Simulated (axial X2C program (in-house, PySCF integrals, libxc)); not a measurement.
# HCAs⁺: bond lengths and stretches, held linear

Aim: the two bond lengths and stretching wavenumbers of linear HCAs⁺, with and without spin–orbit coupling, at PBE0, LDA.

Computed with an in-house X2C program for linear molecules on PySCF integrals. Level: all-electron X2C, two-component (2c) or spin-free, H dyall-v3z, C dyall-v3z, As dyall-v3z.

All values are calculated.

2 further runs of the same task are left out: 2 set aside as unsound or not needed.

### 1 Set-up

Contents of task.json:

```json
{"zs": [1, 6, 33], "q": 1, "bas": ["dyall-v3z", "dyall-v3z", "dyall-v3z"], "r0": [1.08, 1.65], "symm": 0, "scan": ["PBE0", "HF", "LDA"], "levels": ["PBE0", "HF", "LDA"], "nst": 2}
```

Keys: zs atomic numbers; q charge; bas basis sets; r0 starting distance in Å; symm equal bonds; scan levels of the two-bond scan; levels methods; nst determinants followed.

Command:

```bash
$ python solin.py task.json out
```

Masses H 1.008, C 12.000, As 74.922 u.

### 2 Scan at PBE0, 2c

State: Ω = 3/2 (beyond evenly filled blocks: ω = 3/2). Energies above the lowest point, from the job's result record:

| r(H–C) (Å) | r(C–As) (Å) | E (meV) |
| --- | --- | --- |
| 1.0598 | 1.6663 | 46.79 |
| 1.0598 | 1.7090 | 12.39 |
| 1.0598 | 1.7517 | 51.71 |
| 1.0870 | 1.6663 | 35.48 |
| 1.0870 | 1.7090 | 0.00 |
| 1.0870 | 1.7517 | 38.26 |
| 1.0870 | 1.7945 | 135.41 |
| 1.1142 | 1.6663 | 50.19 |
| 1.1142 | 1.7090 | 13.65 |
| 1.1142 | 1.7517 | 50.85 |
| 1.1414 | 1.7090 | 49.59 |
| 1.1414 | 1.7945 | 180.86 |

A quadratic surface with cubic terms in each bond gives the minimum at 1.086 and 1.707 Å, force constants 5.68, 6.55 and coupling -0.14 mdyn/Å.

### 3 Scan at LDA, 2c

State: Ω = 3/2 (beyond evenly filled blocks: ω = 3/2). Energies above the lowest point, from the job's result record:

| r(H–C) (Å) | r(C–As) (Å) | E (meV) |
| --- | --- | --- |
| 1.0598 | 1.6663 | 66.54 |
| 1.0598 | 1.7090 | 24.32 |
| 1.0598 | 1.7517 | 53.87 |
| 1.0870 | 1.6663 | 43.27 |
| 1.0870 | 1.7090 | 0.00 |
| 1.0870 | 1.7517 | 28.50 |
| 1.0870 | 1.7945 | 115.05 |
| 1.1142 | 1.6663 | 45.92 |
| 1.1142 | 1.7090 | 1.62 |
| 1.1142 | 1.7517 | 29.08 |
| 1.1414 | 1.7090 | 25.46 |
| 1.1414 | 1.7945 | 136.40 |

A quadratic surface with cubic terms in each bond gives the minimum at 1.099 and 1.712 Å, force constants 5.27, 6.21 and coupling -0.14 mdyn/Å.

### 4 Scan at PBE0, spin-free

State: M_S = 1/2, Λ = 1 (beyond evenly filled blocks: π+α, π+β, π-α). Energies above the lowest point, from the job's result record:

| r(H–C) (Å) | r(C–As) (Å) | E (meV) |
| --- | --- | --- |
| 1.0598 | 1.6663 | 44.82 |
| 1.0598 | 1.7090 | 12.37 |
| 1.0598 | 1.7517 | 54.21 |
| 1.0870 | 1.6663 | 33.55 |
| 1.0870 | 1.7090 | 0.00 |
| 1.0870 | 1.7517 | 40.77 |
| 1.0870 | 1.7945 | 141.25 |
| 1.1142 | 1.6663 | 48.29 |
| 1.1142 | 1.7090 | 13.67 |
| 1.1142 | 1.7517 | 53.38 |
| 1.1414 | 1.7090 | 49.65 |
| 1.1414 | 1.7945 | 186.68 |

A quadratic surface with cubic terms in each bond gives the minimum at 1.086 and 1.705 Å, force constants 5.68, 6.64 and coupling -0.15 mdyn/Å.

### 5 Comparison

| level | r(H–C) (Å) | r(C–As) (Å) | lower stretch (cm⁻¹) | upper stretch (cm⁻¹) |
| --- | --- | --- | --- | --- |
| PBE0, 2c | 1.086 | 1.707 | 995.4 | 3239.9 |
| LDA, 2c | 1.099 | 1.712 | 969.0 | 3121.9 |
| PBE0, spin-free | 1.086 | 1.705 | 1001.9 | 3240.7 |
| LDA, spin-free | 1.099 | 1.712 | 971.4 | 3122.8 |

Scans not shown above were run alike.

What this shows: Over the levels the H–C bond spans 1.086 to 1.099 Å and the C–As bond 1.705 to 1.712 Å. At PBE0 going from spin-free to two-component moves the bonds by +0.000 and +0.001 Å. Each state is one determinant, the lowest of a limited PBE0 search; the stretches come from a fit to few points and are good to some per cent at best. The molecule was held linear; bending was not examined, so a bent shape may lie lower. Note: functional without a current term on a determinant with orbital currents, of the molecule or an atom.
